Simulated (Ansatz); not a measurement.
# ClH3OSn: the cost of one run

Program: Ansatz 0.2.0. Level of theory: RKS B3LYP-D4/def2-SVP. These are calculated values, not measurements.

**1. The structure to begin with**

Bond lengths: Sn1–Cl2 2.610 Å, Sn1–H3 1.940 Å, Sn1–H4 1.739 Å, Sn1–O5 1.959 Å, O5–H6 1.010 Å. Angles: Cl2–Sn1–H3 45.6°, Cl2–Sn1–H4 123.0°, Cl2–Sn1–O5 123.0°, H3–Sn1–H4 121.2°, H3–Sn1–O5 121.2°, H4–Sn1–O5 109.5°, Sn1–O5–H6 109.5°.

As a file:

```xyz
6

Sn    0.0000    0.0000    0.0000
Cl    1.5152    0.0000    2.1251
H     1.9164    0.0000    0.3021
H    -0.8195    1.4198   -0.5794
O    -0.9232   -1.5994   -0.6527
H    -1.3778   -2.0650    0.1197
```

**2. A restrained relaxation towards end A**

Springs on the bonds that form and break draw the guess towards this end; the thresholds are loose.

input.yaml reads:

```yaml
crystal:
  periodic: [false, false, false]
  atoms:
    - { symbol: Sn, position_ang: [0.0, 0.0, 0.0] }
    - { symbol: Cl, position_ang: [1.5152, 0.0, 2.1251] }
    - { symbol: H, position_ang: [1.9164, 0.0, 0.3021] }
    - { symbol: H, position_ang: [-0.8195, 1.4198, -0.5794] }
    - { symbol: O, position_ang: [-0.9232, -1.5994, -0.6527] }
    - { symbol: H, position_ang: [-1.3778, -2.065, 0.1197] }
basis:
  gaussian: { orbitals: def2-SVP }
hamiltonian:
  xc: b3lyp
  dispersion: d4
relax:
  f_tol: 0.15
  max_steps: 25
  restrain:
    - { distance: [1, 2], at: 2.57, k: 30.0 }
    - { distance: [0, 1], at: 2.41, k: 30.0 }
    - { distance: [0, 2], at: 1.74, k: 30.0 }
```

On the command line:

```
> ansatz run input.yaml --threads 1 --pin off --max-ram 2048MiB --backend cpu --events-out ev --progress --plain --runs-dir out
```

Q: Estimate wall time and peak memory on 1 thread of AMD EPYC 7B13 (Zen 3), shared host.

About 34 s, with a peak of 0.17 GiB.
